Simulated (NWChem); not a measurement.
# BHBr (SMILES [BH]Br) at 4 levels

Aim: a comparison of 4 runs (UPBE0/def2-SVP, UBP86/3-21G, UB3LYP/6-31G*) of BHBr. 

The calculation is run with NWChem 7.3.0.

1 further run of the same task is left out (set aside as unsound or not needed).

## 1. Starting point

BHBr: 3 atoms, total charge 0, spin state doublet. SMILES: `[BH]Br`. The coordinates come from a PBE0-D4/def2-TZVP relaxation.

Bond lengths: B1–Br2 1.868 Å, B1–H3 1.193 Å. Angles: Br2–B1–H3 123.6°.

## 2. Energy and gradient at UPBE0/def2-SVP (run 1)

calc.xyz

```xyz
3
BBrH PBE0
B     -0.094500    -0.523000    -0.115700
Br     1.181000     0.563200     0.709800
H     -1.097400    -0.105000    -0.607300
```

calc.nw

```
start calc
title "BBrH PBE0"
memory 2200 mb

geometry noautosym nocenter noautoz
 load calc.xyz
end

basis spherical bse
 B library def2-SVP
 Br library def2-SVP
 H library def2-SVP
end

dft
 xc pbe0
 mult 2
 grid xfine
 convergence energy 1e-08
 maxiter 100
 mulliken
 print low
end

task dft gradient
```

The run is started by

```bash
$ nwchem calc.nw > calc.out
```

Standard output:

```text
[...]
 d= 0,ls=0.0,diis     1  -2598.8370831043 -2.66D+03  1.05D-02  6.09D-02     1.0
[...]
 d= 0,ls=0.0,diis    11  -2598.8773579687 -1.35D-09  2.36D-07  3.02D-11     8.9
[...]
         Total DFT energy =    -2598.877357968723
      One electron energy =    -3731.405208301754
           Coulomb energy =     1169.292628278300
    Exchange-Corr. energy =      -95.388510545063
 Nuclear repulsion energy =       58.623732599794
[...]
      Total Density - Mulliken Population Analysis
     ---------------------------------------------
    Atom       Charge   Shell Charges
 -----------   ------   -------------------------------------------------------
    1 B    5     4.98   1.99  0.92  0.29  1.31  0.42  0.05
    2 Br  35    35.03   2.00  2.00  1.99  1.44  0.50  6.00  5.98  2.38  2.71  8.20  1.74  0.09
    3 H    1     0.99   0.72  0.25  0.01
[...]
      <S2> =      0.7527 (Exact =     0.7500)
                         DFT ENERGY GRADIENTS
    atom               coordinates                        gradient
                 x          y          z           x          y          z
   1 B      -0.178579  -0.988327  -0.218641   -0.004878   0.002713  -0.002307
   2 Br      2.231766   1.064294   1.341328   -0.000648  -0.000489  -0.000411
   3 H      -2.073785  -0.198421  -1.147631    0.005526  -0.002224   0.002719
 Task  times  cpu:       10.5s     wall:       10.5s
 Total times  cpu:       10.5s     wall:       10.5s
```

Wall time 11 s (1 thread of Intel Xeon 6975P-C (Granite Rapids), shared host); peak memory 0.12 GiB.

## 3. Energy and forces at UBP86/3-21G (run 2)

test.xyz

```xyz
3
BBrH
B     -0.094500    -0.523000    -0.115700
Br     1.181000     0.563200     0.709800
H     -1.097400    -0.105000    -0.607300
```

test.nw

```
start test
title "BBrH"
memory 2200 mb
charge 0

geometry noautosym nocenter noautoz
  load test.xyz
end

basis spherical bse
  B library 3-21G
  Br library 3-21G
  H library 3-21G
end

dft
  xc becke88 perdew86
  mult 2
  grid xfine
  convergence energy 1e-08
  maxiter 100
  mulliken
  print medium
end

task dft gradient
```

The run is started by

```bash
$ nwchem test.nw > test.out
```

Standard output:

```text
[...]
          Wavefunction type:  spin polarized.
          No. of atoms     :     3
          No. of electrons :    41
[...]
          Charge           :     0
          Spin multiplicity:     2
[...]
          AO basis - number of functions:    33
[...]
              XC Information
              --------------
                    Becke 1988 Exchange Functional  1.000
                Perdew 1981 Correlation Functional  1.000 local
                Perdew 1986 Correlation Functional  1.000 non-local
[...]
 d= 0,ls=0.0,diis     1  -2587.2174811688 -2.65D+03  2.04D-02  8.00D-02     0.4
[...]
 d= 0,ls=0.0,diis    10  -2587.2642970328 -3.56D-09  8.63D-07  8.42D-11     3.1
[...]
         Total DFT energy =    -2587.264297032825
      One electron energy =    -3719.800421622928
           Coulomb energy =     1169.930837159602
    Exchange-Corr. energy =      -96.018445169294
 Nuclear repulsion energy =       58.623732599794
[...]
      Total Density - Mulliken Population Analysis
     ---------------------------------------------
    Atom       Charge   Shell Charges
 -----------   ------   -------------------------------------------------------
    1 B    5     5.09   1.99  0.44  1.09  0.88  0.69
    2 Br  35    34.97   2.00  2.00  5.99  2.00  5.95  0.86  2.43  1.14  2.60 10.00
    3 H    1     0.93   0.45  0.48
[...]
      <S2> =      0.7525 (Exact =     0.7500)
[...]
  wavefunction    = open shell
                         DFT ENERGY GRADIENTS
    atom               coordinates                        gradient
                 x          y          z           x          y          z
   1 B      -0.178579  -0.988327  -0.218641    0.009035   0.013811   0.006605
   2 Br      2.231766   1.064294   1.341328   -0.013946  -0.011827  -0.009020
   3 H      -2.073785  -0.198421  -1.147631    0.004911  -0.001984   0.002415
[...]
```

It took 4.2 s on 1 thread of Intel Xeon 6975P-C (Granite Rapids), shared host; peak memory 0.12 GiB.

Run 3 isn't shown in full; the table further down has it.

## 4. Energy and forces at UB3LYP/6-31G(d) (Cartesian functions) (run 4)

bbrh.nw

```
start bbrh
title "BBrH B3LYP"
memory stack 880 mb heap 220 mb global 1100 mb
charge 0

geometry units angstrom noautosym nocenter noautoz
  B     -0.094500    -0.523000    -0.115700
  Br     1.181000     0.563200     0.709800
  H     -1.097400    -0.105000    -0.607300
end

basis "ao basis"
  * library 6-31G*
end

dft
  xc b3lyp
  mult 2
  grid xfine
  convergence energy 1e-08
  iterations 100
  mulliken
  noprint "final vectors analysis"
end

task dft gradient
```

The run is started by

```bash
$ nwchem bbrh.nw > bbrh.out
```

Standard output:

```text
[...]
          Wavefunction type:  spin polarized.
          No. of atoms     :     3
          No. of electrons :    41
[...]
          Charge           :     0
          Spin multiplicity:     2
[...]
          AO basis - number of functions:    52
[...]
              XC Information
              --------------
                         B3LYP Method XC Potential
                     Hartree-Fock (Exact) Exchange  0.200
                        Slater Exchange Functional  0.800 local
                    Becke 1988 Exchange Functional  0.720 non-local
              Lee-Yang-Parr Correlation Functional  0.810
                  VWN I RPA Correlation Functional  0.190 local
[...]
 d= 0,ls=0.0,diis     1  -2599.2262265175 -2.66D+03  1.16D-02  3.59D-01     1.0
[...]
 d= 0,ls=0.0,diis    10  -2599.2741207858 -8.17D-09  1.25D-06  2.46D-09     8.0
[...]
         Total DFT energy =    -2599.274120785763
      One electron energy =    -3730.922740312344
           Coulomb energy =     1168.714538922822
    Exchange-Corr. energy =      -95.689651996034
 Nuclear repulsion energy =       58.623732599794
[...]
      Total Density - Mulliken Population Analysis
     ---------------------------------------------
    Atom       Charge   Shell Charges
 -----------   ------   -------------------------------------------------------
    1 B    5     4.94   1.99  0.60  1.20  0.61  0.49  0.05
    2 Br  35    35.08   2.00  1.99  6.00  1.93  5.99  1.63  3.83  0.36  1.27  7.02  2.95  0.12
    3 H    1     0.98   0.51  0.47
[...]
      <S2> =      0.7518 (Exact =     0.7500)
[...]
  wavefunction    = open shell
                         DFT ENERGY GRADIENTS
    atom               coordinates                        gradient
                 x          y          z           x          y          z
   1 B      -0.178579  -0.988327  -0.218641    0.006402   0.005910   0.004200
   2 Br      2.231766   1.064294   1.341328   -0.006398  -0.005652  -0.004166
   3 H      -2.073785  -0.198421  -1.147631   -0.000004  -0.000258  -0.000034
[...]
```

Run time: 11 s. Hardware: 1 thread of Intel Xeon 6975P-C (Granite Rapids), shared host; peak memory 0.12 GiB.

## 5. The series

```
run                                level  Cartesian functions   energy (Eh)   ⟨S²⟩  largest force (eV/Å)  wall time
  1                       UPBE0/def2-SVP                   no  -2598.877358  0.753                 0.337       11 s
  2                          UBP86/3-21G                   no  -2587.264297  0.752                 1.048      4.2 s
  3  UB3LYP/6-31G* (spherical functions)                   no  -2599.265092  0.752                 0.491       11 s
  4  UB3LYP/6-31G* (Cartesian functions)                  yes  -2599.274121  0.752                 0.497       11 s
```

## 6. Summary of results

| quantity | value |
| --- | --- |
| run 4: total energy | -2599.27412 Eh |
| run 4: dipole moment | 0.44 D |
| run 4: ⟨S²⟩ | 0.752 |
| run 4: largest force on an atom | 0.497 eV/Å |

Over runs 2, 3, 4 the dipole moment (its size) runs from 0.44 D (UB3LYP/6-31G*) to 0.73 D (UBP86/3-21G). The two ends differ in method and basis. Totals of different functionals can't be ranked against each other. All runs together took 37 s, the longest 11 s.
